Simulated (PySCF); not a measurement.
**One shape, several levels: CH6AlAs (SMILES C[AsH][AlH2])**

Wanted: a comparison of 6 runs (HF/STO-3G, HF/3-21G, B3LYP/STO-3G, r2SCAN/6-31G, B3LYP/6-31G*, MP2/def2-SVP) of CH6AlAs. 

The calculation is run with PySCF 2.14.0.

### Step 1. The structure to begin with

CH6AlAs: 9 atoms, total charge 0, spin state singlet. SMILES: `C[AsH][AlH2]`. Geometry: relaxed at PBE0-D4/def2-TZVP.

Bond lengths: C1–As2 1.984 Å, As2–Al3 2.423 Å, C1–H4 1.090 Å, C1–H5 1.090 Å, C1–H6 1.088 Å, As2–H7 1.524 Å, Al3–H8 1.588 Å, Al3–H9 1.590 Å. Some angles: C1–As2–Al3 99.6°, C1–As2–H7 98.0°, Al3–As2–H7 91.7°, As2–C1–H4 108.3°, As2–C1–H5 107.9°, As2–C1–H6 113.4°, As2–Al3–H8 119.6°, As2–Al3–H9 120.0°, H4–C1–H5 108.6°, H4–C1–H6 109.5°.

### Step 2. Energy and forces at HF/STO-3G (run 1)

calc.py reads:

```python
# C[AsH][AlH2]
import pyscf.grad
from pyscf import gto, scf

mol = gto.M(
    atom=[
    ('C', (-0.476000, 1.159700, -0.848800)),
    ('As', (0.508200, -0.554800, -1.021900)),
    ('Al', (0.155300, -1.450100, 1.201600)),
    ('H', (-0.278300, 1.758200, -1.737700)),
    ('H', (-1.541200, 0.931500, -0.812600)),
    ('H', (-0.203000, 1.727200, 0.038100)),
    ('H', (1.894100, -0.044000, -0.644900)),
    ('H', (1.212900, -2.461900, 1.818100)),
    ('H', (-1.183400, -1.112000, 1.991000)),
],
    verbose=4,
    max_memory=1860,
    basis='sto-3g',
)

mf = scf.RHF(mol)
mf.conv_tol = 1e-10
mf.kernel()
if not mf.converged:
    mf = mf.newton().run(mf.mo_coeff, mf.mo_occ)

e_final = mf.e_tot
print(f'total energy: {e_final:.8f} hartree')
grad = mf.Gradients().kernel()
mf.analyze()
```

The run is started by

```console
$ OMP_NUM_THREADS=1 python calc.py
```

The program printed:

```text
PySCF version 2.14.0

[... 76 lines left out ...]
Nuclear Repulsion Energy =             231.179722217860075
[... 7 lines left out ...]
MO #2   energy= -57.8108259234032  occ= 2
[... 5 lines left out ...]
MO #8   energy= -7.25553481280078  occ= 2
[... 5 lines left out ...]
MO #14  energy= -2.96518126911513  occ= 2
[... 5 lines left out ...]
MO #20  energy= -1.0620132252334   occ= 2
[... 5 lines left out ...]
MO #26  energy= -0.394223817538171 occ= 2
[... 5 lines left out ...]
MO #32  energy= 0.423248007064843  occ= 0
[... 5 lines left out ...]
MO #38  energy= 0.752096989929735  occ= 0
[... 50 lines left out ...]
Dipole moment(X, Y, Z, Debye):  0.01330,  0.19807,  1.54335
```

It took 2.5 s on 1 thread of Intel Xeon at 2.70GHz, shared host; peak memory 0.12 GiB.

### Step 3. Energy and gradient at HF/3-21G (run 2)

run.py reads:

```python
# C[AsH][AlH2]
import pyscf.grad
from pyscf import gto, scf

system = gto.M(
    atom='''
C     -0.899510     2.191515    -1.604000
As     0.960359    -1.048420    -1.931111
Al     0.293474    -2.740292     2.270695
H     -0.525911     3.322516    -3.283777
H     -2.912446     1.760280    -1.535591
H     -0.383614     3.263935     0.071999
H      3.579330    -0.083148    -1.218684
H      2.292049    -4.652317     3.435711
H     -2.236302    -2.101375     3.762445
''',
    unit='bohr',
    verbose=3,
    charge=0,
    basis='3-21g',
    max_memory=1860,
)

myscf = scf.RHF(system)
myscf.conv_tol = 1e-10
myscf.kernel()
if not myscf.converged:
    myscf = myscf.newton().run(myscf.mo_coeff, myscf.mo_occ)

e_tot = myscf.e_tot
print('E = %.10f Eh' % e_tot)
grad = myscf.Gradients().kernel()
dip = myscf.dip_moment()
pop, q = myscf.mulliken_pop()
```

The run is started by

```console
$ OMP_NUM_THREADS=1 python run.py
```

The program printed:

```text
converged SCF energy = -2505.13492756059
E = -2505.1349275606 Eh
--------------- RHF gradients ---------------
         x                y                z
0 C     0.0025146721    -0.0041499402     0.0026157012
1 As    -0.0044901876    -0.0025933705     0.0065777767
2 Al     0.0042147503     0.0068301409    -0.0088521769
3 H     0.0022058177     0.0015278134    -0.0058215800
4 H    -0.0050724231    -0.0029167685     0.0001555077
5 H     0.0018941191     0.0018847558     0.0050345519
6 H    -0.0012969392    -0.0015805339     0.0039837025
7 H    -0.0025215444     0.0016344841    -0.0015799184
8 H     0.0025517350    -0.0006365810    -0.0021135648
----------------------------------------------
Dipole moment(X, Y, Z, Debye): -0.28572,  0.81079,  0.84099
 ** Mulliken pop  **
pop of  0 C 1s            1.98778
pop of  0 C 2s            0.34215
pop of  0 C 3s            1.21133
pop of  0 C 2px           0.52998
pop of  0 C 2py           0.49748
pop of  0 C 2pz           0.55067
pop of  0 C 3px           0.60660
pop of  0 C 3py           0.64244
pop of  0 C 3pz           0.59550
pop of  1 As 1s           1.99984
pop of  1 As 2s           1.99727
pop of  1 As 3s           2.00033
pop of  1 As 4s           0.71816
pop of  1 As 5s           1.10975
pop of  1 As 2px          1.99760
pop of  1 As 2py          1.99766
pop of  1 As 2pz          1.99782
pop of  1 As 3px          1.98397
pop of  1 As 3py          1.98504
pop of  1 As 3pz          1.98640
pop of  1 As 4px          0.49330
pop of  1 As 4py          0.54469
pop of  1 As 4pz          0.62689
pop of  1 As 5px          0.25421
pop of  1 As 5py          0.39480
pop of  1 As 5pz          0.86343
pop of  1 As 3dxy         1.99455
pop of  1 As 3dyz         1.99825
pop of  1 As 3dz^2        1.99593
pop of  1 As 3dxz         1.99858
pop of  1 As 3dx2-y2      1.99695
pop of  2 Al 1s           1.99889
pop of  2 Al 2s           1.98227
pop of  2 Al 3s           0.68471
pop of  2 Al 4s           0.29871
pop of  2 Al 2px          1.96238
pop of  2 Al 2py          1.95724
pop of  2 Al 2pz          1.96099
pop of  2 Al 3px          0.42527
pop of  2 Al 3py          0.25417
pop of  2 Al 3pz          0.43578
pop of  2 Al 4px          0.14598
pop of  2 Al 4py          0.06496
pop of  2 Al 4pz          0.01671
pop of  3 H 1s            0.46143
pop of  3 H 2s            0.30376
pop of  4 H 1s            0.46163
pop of  4 H 2s            0.30986
pop of  5 H 1s            0.46463
pop of  5 H 2s            0.31257
pop of  6 H 1s            0.41238
pop of  6 H 2s            0.69157
pop of  7 H 1s            0.39571
pop of  7 H 2s            0.85101
pop of  8 H 1s            0.39566
pop of  8 H 2s            0.85239
 ** Mulliken atomic charges  **
charge of    0C =     -0.96392
charge of    1As =      0.06458
charge of    2Al =      0.81193
charge of    3H =      0.23482
charge of    4H =      0.22851
charge of    5H =      0.22280
charge of    6H =     -0.10395
charge of    7H =     -0.24672
charge of    8H =     -0.24805
```

Wall time 2.9 s (1 thread of Intel Xeon at 2.70GHz, shared host); peak memory 0.13 GiB.

Runs 3 to 4 aren't shown in full; the table further down has their settings and results.

### Step 4. Energy and gradient at B3LYP/6-31G(d) (Cartesian functions) (run 5)

input.py reads:

```python
# C[AsH][AlH2]
import pyscf.grad
from pyscf import gto, dft

molecule = gto.M(
    atom='''
C       -0.476000       1.159700      -0.848800
As       0.508200      -0.554800      -1.021900
Al       0.155300      -1.450100       1.201600
H       -0.278300       1.758200      -1.737700
H       -1.541200       0.931500      -0.812600
H       -0.203000       1.727200       0.038100
H        1.894100      -0.044000      -0.644900
H        1.212900      -2.461900       1.818100
H       -1.183400      -1.112000       1.991000
''',
    charge=0,
    basis='6-31g*',
    verbose=4,
    cart=True,
    max_memory=1860,
)

mf = dft.RKS(molecule, xc='b3lyp')
mf.conv_tol = 1e-10
mf.grids.level = 5
mf.kernel()
if not mf.converged:
    mf = mf.newton().run(mf.mo_coeff, mf.mo_occ)

etot = mf.e_tot
print(f'total energy: {etot:.8f} hartree')
grad = mf.Gradients().kernel()
mf.analyze()
```

The run is started by

```console
$ OMP_NUM_THREADS=1 python input.py
```

The program printed:

```text
PySCF version 2.14.0

[... 78 lines left out ...]
converged SCF energy = -2519.77473840622
[... 25 lines left out ...]
MO #4   energy= -48.1325127154127  occ= 2
[... 10 lines left out ...]
MO #15  energy= -2.69180980987834  occ= 2
[... 10 lines left out ...]
MO #26  energy= -0.344022791667592 occ= 2
[... 10 lines left out ...]
MO #37  energy= 0.140295829531779  occ= 0
[... 10 lines left out ...]
MO #48  energy= 0.454164360935062  occ= 0
[... 10 lines left out ...]
MO #59  energy= 0.878720328189585  occ= 0
[... 10 lines left out ...]
MO #70  energy= 2.06162566306907   occ= 0
[... 10 lines left out ...]
MO #81  energy= 89.2101340883456   occ= 0
[... 93 lines left out ...]
Dipole moment(X, Y, Z, Debye): -0.29728,  1.06703,  0.38799
```

Wall time 39 s (1 thread of Intel Xeon at 2.70GHz, shared host); peak memory 0.8 GiB.

### Step 5. Energy and forces at MP2/def2-SVP (run 6)

geometry.xyz reads:

```xyz
9

C     -0.476000     1.159700    -0.848800
As     0.508200    -0.554800    -1.021900
Al     0.155300    -1.450100     1.201600
H     -0.278300     1.758200    -1.737700
H     -1.541200     0.931500    -0.812600
H     -0.203000     1.727200     0.038100
H      1.894100    -0.044000    -0.644900
H      1.212900    -2.461900     1.818100
H     -1.183400    -1.112000     1.991000
```

job.py reads:

```python
import pyscf.grad
from pyscf import gto, mp

molecule = gto.Mole()
molecule.atom = 'geometry.xyz'
molecule.max_memory = 1860
molecule.verbose = 3
molecule.spin = 0
molecule.basis = 'def2-svp'
molecule.build()

mf = molecule.RHF()
mf.conv_tol = 1e-10
mf.kernel()
if not mf.converged:
    mf = mf.newton().run(mf.mo_coeff, mf.mo_occ)

pt = mp.MP2(mf, frozen=15).run()
e_final = pt.e_tot
print(f'total energy: {e_final:.8f} hartree')
grad = pt.Gradients().kernel()
mf.analyze()
```

The run is started by

```console
$ OMP_NUM_THREADS=1 python job.py
```

The program printed:

```text
converged SCF energy = -2517.08602417909
[... 17 lines left out ...]
MO #6   energy= -50.1175332417104  occ= 2
[... 10 lines left out ...]
MO #17  energy= -2.08477128132689  occ= 2
[... 10 lines left out ...]
MO #28  energy= -0.399462147030779 occ= 2
[... 10 lines left out ...]
MO #39  energy= 0.277831081814963  occ= 0
[... 10 lines left out ...]
MO #50  energy= 0.653112896101731  occ= 0
[... 10 lines left out ...]
MO #61  energy= 0.930112840657128  occ= 0
[... 10 lines left out ...]
MO #72  energy= 1.84148760369461   occ= 0
[... 10 lines left out ...]
MO #83  energy= 2.43524640038339   occ= 0
[... 10 lines left out ...]
MO #94  energy= 3.47631006926165   occ= 0
[... 10 lines left out ...]
Dipole moment(X, Y, Z, Debye): -0.26662,  0.90009,  0.59961
```

It took 30 s on 1 thread of Intel Xeon at 2.70GHz, shared host; peak memory 0.98 GiB.

### Step 6. All runs side by side

| run | level | integration grid | Cartesian functions | energy (Eh) | dipole moment (D) of the reference | HOMO energy (eV) | LUMO energy (eV) | wall time |
| --- | --- | --- | --- | --- | --- | --- | --- | --- |
| 1 | HF/STO-3G | – | no | -2489.206482 | 1.56 | -5.96 | 8.12 | 2.5 s |
| 2 | HF/3-21G | – | no | -2505.134928 | 1.20 | -8.71 | 0.90 | 2.9 s |
| 3 | B3LYP/STO-3G | 5 | no | -2491.342611 | 1.30 | -3.39 | 3.39 | 15 s |
| 4 | r2SCAN/6-31G | 5 | no | -2519.519322 | 1.36 | -5.80 | -2.24 | 41 s |
| 5 | B3LYP/6-31G* (Cartesian functions) | 5 | yes | -2519.774738 | 1.17 | -6.32 | -1.80 | 39 s |
| 6 | MP2/def2-SVP | – | no | -2517.537053 | 1.11 | -8.87 | 1.08 | 30 s |

### Step 7. Outcome

| quantity | value |
| --- | --- |
| run 6: total energy | -2517.53705 Eh |
| run 6: dipole moment (Hartree–Fock density) | 1.11 D |
| run 6: HOMO energy (Hartree–Fock orbitals) | -8.87 eV |
| run 6: LUMO energy (Hartree–Fock orbitals) | 1.08 eV |
| run 6: HOMO–LUMO gap (Hartree–Fock orbitals) | 9.95 eV |
| run 6: correlation energy (15 core orbitals frozen) | -451.0 mEh |
| run 6: largest force on an atom | 0.306 eV/Å |

Over runs 1, 2, 3, 4, 5 the dipole moment (its size) runs from 1.17 D (B3LYP/6-31G*) to 1.56 D (HF/STO-3G). The two ends differ in method and basis. Over runs 1, 2, 3, 4, 5 the HOMO–LUMO gap runs from 3.56 eV (r2SCAN/6-31G) to 14.08 eV (HF/STO-3G). Totals of different functionals can't be ranked against each other. In runs 1, 3 the basis is minimal, so the values are rough. All runs together took 2.2 min, the longest 41 s.
